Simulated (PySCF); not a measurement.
# SnNH4F (SMILES [NH2][SnH2][F]) at 6 levels

Aim: a comparison of 6 runs (HF/def2-SVP, HF/def2-SVPD, PBE0/def2-SVP, B3LYP/def2-TZVP, MP2/def2-SVPD, CCSD/3-21G) of SnNH4F. 

The results are computed with PySCF 2.14.0.

2 further runs of the same task are left out: 2 set aside as unsound or not needed.

### 1 The structure to begin with

The species is SnNH4F (7 atoms), meant as a singlet with charge 0. SMILES: `[NH2][SnH2][F]`. The shape is that of a PBE0-D4/def2-TZVP optimisation. This is one conformer, not always the lowest.

Bond lengths: N1–Sn2 1.995 Å, Sn2–F3 1.926 Å, N1–H4 1.008 Å, N1–H5 1.008 Å, Sn2–H6 1.699 Å, Sn2–H7 1.699 Å. Angles: N1–Sn2–F3 105.2°, N1–Sn2–H6 111.6°, N1–Sn2–H7 111.8°, F3–Sn2–H6 103.8°, F3–Sn2–H7 103.8°, Sn2–N1–H4 117.7°, Sn2–N1–H5 117.8°, H6–Sn2–H7 119.0°, H4–N1–H5 110.3°.

### 2 Energy and forces at HF/def2-SVP (core potential) (run 1)

Input file run.py:

```python
import pyscf.grad
from pyscf import gto

molecule = gto.M(
    atom='''
N     -0.824600     0.088300    -0.943000
Sn     0.497700    -0.065100     0.542900
F      0.233900    -1.827500     1.272400
H     -1.584200     0.741400    -0.829600
H     -0.469500     0.125500    -1.885700
H      0.113100     0.971100     1.833800
H      2.094900    -0.101800    -0.036600
''',
    verbose=3,
    ecp={'Sn': 'def2-svp'},
    max_memory=1860,
    spin=0,
    basis='def2-svp',
)

myscf = molecule.RHF()
myscf.conv_tol = 1e-10
myscf.kernel()
if not myscf.converged:
    myscf = myscf.newton().run(myscf.mo_coeff, myscf.mo_occ)

e_tot = myscf.e_tot
print(f'total energy: {e_tot:.8f} hartree')
grad = myscf.Gradients().kernel()
myscf.analyze()
```

Launch:

```
OMP_NUM_THREADS=1 python run.py
```

What it wrote:

```text
converged SCF energy = -369.445915763481
total energy: -369.44591576 hartree
--------------- RHF gradients ---------------
         x                y                z
0 N     0.0020348747    -0.0079912054     0.0066701927
1 Sn    -0.0015298889     0.0033189769    -0.0035260366
2 F    -0.0004448897     0.0015786171    -0.0013853270
3 H    -0.0027337733     0.0043945304     0.0022217238
4 H     0.0038211866     0.0007400580    -0.0039335957
5 H    -0.0012297927    -0.0006643788     0.0005858427
6 H     0.0000822833    -0.0013765981    -0.0006327999
----------------------------------------------
**** MO energy ****
MO #1   energy= -26.2039480922946  occ= 2
MO #2   energy= -15.5483329984677  occ= 2
MO #3   energy= -5.89338514594824  occ= 2
MO #4   energy= -4.0848579165777   occ= 2
MO #5   energy= -4.08337088984235  occ= 2
MO #6   energy= -4.08279015496394  occ= 2
MO #7   energy= -1.47666629450938  occ= 2
MO #8   energy= -1.35879756915506  occ= 2
MO #9   energy= -1.35263782052421  occ= 2
MO #10  energy= -1.34843933426289  occ= 2
MO #11  energy= -1.34719071762939  occ= 2
MO #12  energy= -1.33629850931878  occ= 2
MO #13  energy= -1.10037239472956  occ= 2
MO #14  energy= -0.694320520688137 occ= 2
MO #15  energy= -0.652777584107454 occ= 2
MO #16  energy= -0.582114515329087 occ= 2
MO #17  energy= -0.580312731773385 occ= 2
MO #18  energy= -0.55917757715306  occ= 2
MO #19  energy= -0.505815330405973 occ= 2
MO #20  energy= -0.465634985549361 occ= 2
MO #21  energy= -0.409676431862795 occ= 2
MO #22  energy= 0.11391160355942   occ= 0
MO #23  energy= 0.130272661605668  occ= 0
MO #24  energy= 0.154378977871129  occ= 0
MO #25  energy= 0.199282863523437  occ= 0
MO #26  energy= 0.224800014043952  occ= 0
MO #27  energy= 0.251029385829233  occ= 0
MO #28  energy= 0.303335056835905  occ= 0
MO #29  energy= 0.344095106783904  occ= 0
MO #30  energy= 0.423511086214363  occ= 0
MO #31  energy= 0.434578983309263  occ= 0
MO #32  energy= 0.499887171580717  occ= 0
MO #33  energy= 0.564828081101972  occ= 0
MO #34  energy= 0.607607522326404  occ= 0
MO #35  energy= 0.608976186602009  occ= 0
MO #36  energy= 0.810985040784118  occ= 0
MO #37  energy= 0.837166235212097  occ= 0
MO #38  energy= 0.870598904748505  occ= 0
MO #39  energy= 0.938019689614457  occ= 0
MO #40  energy= 0.971875247535486  occ= 0
MO #41  energy= 1.06690560171063   occ= 0
MO #42  energy= 1.11936288798029   occ= 0
MO #43  energy= 1.12764182392438   occ= 0
MO #44  energy= 1.22123499675091   occ= 0
MO #45  energy= 1.54148003365694   occ= 0
MO #46  energy= 1.56380382122586   occ= 0
MO #47  energy= 1.58423576521768   occ= 0
MO #48  energy= 1.60663516376885   occ= 0
MO #49  energy= 1.72343274998265   occ= 0
MO #50  energy= 1.75607337293926   occ= 0
MO #51  energy= 1.78132852197719   occ= 0
MO #52  energy= 1.87296901151295   occ= 0
MO #53  energy= 1.88387807911427   occ= 0
MO #54  energy= 2.01869946861583   occ= 0
MO #55  energy= 2.04850020023313   occ= 0
MO #56  energy= 2.07981068735642   occ= 0
MO #57  energy= 2.13794487987677   occ= 0
MO #58  energy= 2.2048697948531    occ= 0
MO #59  energy= 2.45334401245731   occ= 0
MO #60  energy= 2.45757159487735   occ= 0
MO #61  energy= 2.86494619143175   occ= 0
MO #62  energy= 2.93805877538152   occ= 0
MO #63  energy= 3.06432825535544   occ= 0
MO #64  energy= 3.46952724196618   occ= 0
MO #65  energy= 3.53664312879865   occ= 0
MO #66  energy= 3.53796831696843   occ= 0
MO #67  energy= 3.55573942268497   occ= 0
MO #68  energy= 3.56295230941525   occ= 0
MO #69  energy= 3.65331066789049   occ= 0
MO #70  energy= 3.71255819500673   occ= 0
MO #71  energy= 15.4272341817362   occ= 0
MO #72  energy= 15.5816925963038   occ= 0
MO #73  energy= 15.9947034088954   occ= 0
MO #74  energy= 52.4756102712064   occ= 0
 ** Mulliken atomic charges  **
charge of    0N =     -1.14597
charge of    1Sn =      2.75641
charge of    2F =     -0.85607
charge of    3H =      0.20639
charge of    4H =      0.20590
charge of    5H =     -0.58621
charge of    6H =     -0.58044
Dipole moment(X, Y, Z, Debye):  0.63717,  3.92271, -1.58191
```

Wall time 12 s (1 thread of Intel Xeon at 2.50GHz (Skylake/Cascade Lake), shared host); peak memory 0.15 GiB.

### 3 Energy and gradient at HF/def2-SVPD (core potential) (run 2)

Input file calc.py:

```python
# [NH2][SnH2][F]
import pyscf.grad
from pyscf import gto, scf

system = gto.M(
    atom='''
N       -0.824600       0.088300      -0.943000
Sn       0.497700      -0.065100       0.542900
F        0.233900      -1.827500       1.272400
H       -1.584200       0.741400      -0.829600
H       -0.469500       0.125500      -1.885700
H        0.113100       0.971100       1.833800
H        2.094900      -0.101800      -0.036600
''',
    max_memory=1860,
    verbose=3,
    charge=0,
    ecp={'Sn': 'def2-svp'},
    basis='def2-svpd',
)

mf = scf.RHF(system)
mf.conv_tol = 1e-10
mf.kernel()
if not mf.converged:
    mf = mf.newton().run(mf.mo_coeff, mf.mo_occ)

etot = mf.e_tot
print('E(%s) = %.9f' % ('HF', etot))
grad = mf.Gradients().kernel()
dip = mf.dip_moment()
pop, q = mf.mulliken_pop()
```

Launch:

```
OMP_NUM_THREADS=1 python calc.py
```

What it wrote:

```text
converged SCF energy = -369.46579527906
[... 11 lines left out ...]
Dipole moment(X, Y, Z, Debye):  0.63626,  3.76137, -1.48935
[... 76 lines left out ...]
pop of  3 H 1s            0.72530
pop of  3 H 2s            0.16873
pop of  3 H 2px           0.02163
pop of  3 H 2py           0.01961
pop of  3 H 2pz           0.00765
pop of  3 H 3px           0.04839
pop of  3 H 3py           0.03026
pop of  3 H 3pz          -0.00180
pop of  4 H 1s            0.72542
pop of  4 H 2s            0.16871
pop of  4 H 2px           0.01124
pop of  4 H 2py           0.01238
pop of  4 H 2pz           0.02528
pop of  4 H 3px          -0.00866
pop of  4 H 3py           0.03878
pop of  4 H 3pz           0.04690
pop of  5 H 1s            0.68583
pop of  5 H 2s            0.43407
pop of  5 H 2px           0.00103
pop of  5 H 2py           0.00341
pop of  5 H 2pz           0.00562
pop of  5 H 3px           0.00210
pop of  5 H 3py           0.00519
pop of  5 H 3pz           0.00599
pop of  6 H 1s            0.68582
pop of  6 H 2s            0.43410
pop of  6 H 2px           0.00816
pop of  6 H 2py           0.00041
pop of  6 H 2pz           0.00150
pop of  6 H 3px           0.01172
pop of  6 H 3py          -0.00011
pop of  6 H 3pz           0.00165
 ** Mulliken atomic charges  **
charge of    0N =     -0.23787
charge of    1Sn =      1.33819
charge of    2F =     -0.77401
charge of    3H =     -0.01978
charge of    4H =     -0.02003
charge of    5H =     -0.14325
charge of    6H =     -0.14325
```

Wall time 28 s (1 thread of Intel Xeon at 2.50GHz (Skylake/Cascade Lake), shared host); peak memory 0.24 GiB.

### 4 Energy and gradient at PBE0/def2-SVP (core potential) (run 3)

Input file input.py:

```python
# [NH2][SnH2][F]
import pyscf.grad
from pyscf import gto, dft

molecule = gto.M(
    atom=[
    ('N', (-0.824600, 0.088300, -0.943000)),
    ('Sn', (0.497700, -0.065100, 0.542900)),
    ('F', (0.233900, -1.827500, 1.272400)),
    ('H', (-1.584200, 0.741400, -0.829600)),
    ('H', (-0.469500, 0.125500, -1.885700)),
    ('H', (0.113100, 0.971100, 1.833800)),
    ('H', (2.094900, -0.101800, -0.036600)),
],
    verbose=4,
    max_memory=1860,
    ecp={'Sn': 'def2-svp'},
    basis='def2-svp',
    spin=0,
)

calc0 = dft.RKS(molecule)
calc0.xc = 'pbe0'
calc0.grids.level = 5
calc0.conv_tol = 1e-10
calc0.kernel()
if not calc0.converged:
    calc0 = calc0.newton().run(calc0.mo_coeff, calc0.mo_occ)

e_final = calc0.e_tot
print(f'total energy: {e_final:.8f} hartree')
grad = calc0.Gradients().kernel()
dip = calc0.dip_moment()
pop, q = calc0.mulliken_pop()
```

Launch:

```
OMP_NUM_THREADS=1 python input.py
```

What it wrote:

```text
PySCF version 2.14.0

[... 76 lines left out ...]
converged SCF energy = -371.02200150218
total energy: -371.02200150 hartree
[... 14 lines left out ...]
Dipole moment(X, Y, Z, Debye):  0.39071,  3.46914, -1.58203
[... 43 lines left out ...]
pop of  2 F 3s            0.84306
pop of  2 F 2px           1.14778
pop of  2 F 2py           1.03468
pop of  2 F 2pz           1.13092
pop of  2 F 3px           0.75709
pop of  2 F 3py           0.68066
pop of  2 F 3pz           0.74678
pop of  2 F 3dxy          0.00059
pop of  2 F 3dyz          0.00089
pop of  2 F 3dz^2         0.00036
pop of  2 F 3dxz          0.00011
pop of  2 F 3dx2-y2       0.00093
pop of  3 H 1s            0.70618
pop of  3 H 2s            0.10441
pop of  3 H 2px           0.01944
pop of  3 H 2py           0.01822
pop of  3 H 2pz           0.01035
pop of  4 H 1s            0.70625
pop of  4 H 2s            0.10437
pop of  4 H 2px           0.01302
pop of  4 H 2py           0.01329
pop of  4 H 2pz           0.02169
pop of  5 H 1s            0.68034
pop of  5 H 2s            0.40751
pop of  5 H 2px           0.00109
pop of  5 H 2py           0.00305
pop of  5 H 2pz           0.00505
pop of  6 H 1s            0.68032
pop of  6 H 2s            0.40766
pop of  6 H 2px           0.00722
pop of  6 H 2py           0.00051
pop of  6 H 2pz           0.00146
 ** Mulliken atomic charges  **
charge of    0N =     -0.46464
charge of    1Sn =      0.82746
charge of    2F =     -0.45141
charge of    3H =      0.14141
charge of    4H =      0.14139
charge of    5H =     -0.09704
charge of    6H =     -0.09716
```

Run time: 38 s. Hardware: 1 thread of Intel Xeon at 2.50GHz (Skylake/Cascade Lake), shared host; peak memory 0.73 GiB.

Runs 4 to 5 aren't shown in full; the table further down has their settings and results.

### 5 The energy at CCSD/3-21G (run 6)

Input file run.py:

```python
from pyscf import gto, scf, cc

molecule = gto.M(
    atom=[
    ('N', (-0.824600, 0.088300, -0.943000)),
    ('Sn', (0.497700, -0.065100, 0.542900)),
    ('F', (0.233900, -1.827500, 1.272400)),
    ('H', (-1.584200, 0.741400, -0.829600)),
    ('H', (-0.469500, 0.125500, -1.885700)),
    ('H', (0.113100, 0.971100, 1.833800)),
    ('H', (2.094900, -0.101800, -0.036600)),
],
    spin=0,
    max_memory=1860,
    verbose=4,
    basis='3-21g',
)

calc0 = scf.RHF(molecule)
calc0.conv_tol = 1e-10
calc0.kernel()
if not calc0.converged:
    calc0 = calc0.newton().run(calc0.mo_coeff, calc0.mo_occ)

mycc = cc.CCSD(calc0, frozen=20)
mycc.kernel()
energy = mycc.e_tot
print('Final energy', energy)
dip = calc0.dip_moment()
pop, q = calc0.mulliken_pop()
```

Launch:

```
OMP_NUM_THREADS=1 python run.py
```

What it wrote:

```text
PySCF version 2.14.0

[... 63 lines left out ...]
converged SCF energy = -6151.67509240808
[... 12 lines left out ...]
Init t2, MP2 energy = -6151.95482436774  E_corr(MP2) -0.279731959667648
[... 12 lines left out ...]
CCSD converged
[... 1 line left out ...]
Final energy -6151.974729665071
Dipole moment(X, Y, Z, Debye):  0.66770,  4.02974, -1.61427
[... 26 lines left out ...]
pop of  1 Sn 5py          0.37116
pop of  1 Sn 5pz          0.44436
pop of  1 Sn 6px          0.10680
pop of  1 Sn 6py          0.08184
pop of  1 Sn 6pz          0.09047
pop of  1 Sn 3dxy         1.99981
pop of  1 Sn 3dyz         1.99947
pop of  1 Sn 3dz^2        1.99955
pop of  1 Sn 3dxz         1.99887
pop of  1 Sn 3dx2-y2      1.99913
pop of  1 Sn 4dxy         1.99897
pop of  1 Sn 4dyz         1.99804
pop of  1 Sn 4dz^2        1.99796
pop of  1 Sn 4dxz         1.99573
pop of  1 Sn 4dx2-y2      1.99636
pop of  2 F 1s            1.98433
pop of  2 F 2s            0.43646
pop of  2 F 3s            1.54543
pop of  2 F 2px           0.85804
pop of  2 F 2py           0.75364
pop of  2 F 2pz           0.84144
pop of  2 F 3px           1.08003
pop of  2 F 3py           0.99751
pop of  2 F 3pz           1.06720
pop of  3 H 1s            0.44437
pop of  3 H 2s            0.23760
pop of  4 H 1s            0.44443
pop of  4 H 2s            0.23750
pop of  5 H 1s            0.39394
pop of  5 H 2s            0.87679
pop of  6 H 1s            0.39394
pop of  6 H 2s            0.87697
 ** Mulliken atomic charges  **
charge of    0N =     -1.06454
charge of    1Sn =      1.53415
charge of    2F =     -0.56408
charge of    3H =      0.31803
charge of    4H =      0.31807
charge of    5H =     -0.27074
charge of    6H =     -0.27090
```

Run time: 4.2 s. Hardware: 1 thread of Intel Xeon at 2.50GHz (Skylake/Cascade Lake), shared host; peak memory 0.14 GiB.

### 6 Overview of the runs

```
run                             level  integration grid  frozen core orbitals   energy (Eh)  dipole moment (D) of the reference  HOMO energy (eV)  LUMO energy (eV)  wall time
  1      HF/def2-SVP (core potential)                 –                     –   -369.445916                                4.28            -11.15              3.10       12 s
  2     HF/def2-SVPD (core potential)                 –                     –   -369.465795                                4.10            -11.30              1.89       28 s
  3    PBE0/def2-SVP (core potential)                 5                     –   -371.022002                                3.83             -7.42              0.24       38 s
  4  B3LYP/def2-TZVP (core potential)                 5                     –   -371.471627                                3.77             -7.42             -0.55    1.8 min
  5    MP2/def2-SVPD (core potential)                 –                     6   -369.980492                                4.10            -11.30              1.89       51 s
  6                        CCSD/3-21G                 –                    20  -6151.974730                                4.39            -10.74              3.49      4.2 s
```

### 7 What came out

| quantity | value |
| --- | --- |
| run 6: total energy | -6151.97473 Eh |
| run 6: dipole moment (Hartree–Fock density) | 4.39 D |
| run 6: HOMO energy (Hartree–Fock orbitals) | -10.74 eV |
| run 6: LUMO energy (Hartree–Fock orbitals) | 3.49 eV |
| run 6: HOMO–LUMO gap (Hartree–Fock orbitals) | 14.23 eV |
| run 6: correlation energy (20 core orbitals frozen) | -299.6 mEh |
| run 6: T1 diagnostic | 0.012 |

In words: Over runs 1, 2, 3, 4 the dipole moment (its size) runs from 3.77 D (B3LYP/def2-TZVP) to 4.28 D (HF/def2-SVP). The two ends differ in method and basis. Over runs 1, 2, 3, 4 the HOMO–LUMO gap runs from 6.87 eV (B3LYP/def2-TZVP) to 14.25 eV (HF/def2-SVP). Totals of different functionals can't be ranked against each other. Some runs of one species differ in core potentials or relativity; totals across that change don't compare. In run 6 relativity is left out where basis or elements ask for it. All runs together took 4 min, the longest 1.8 min.
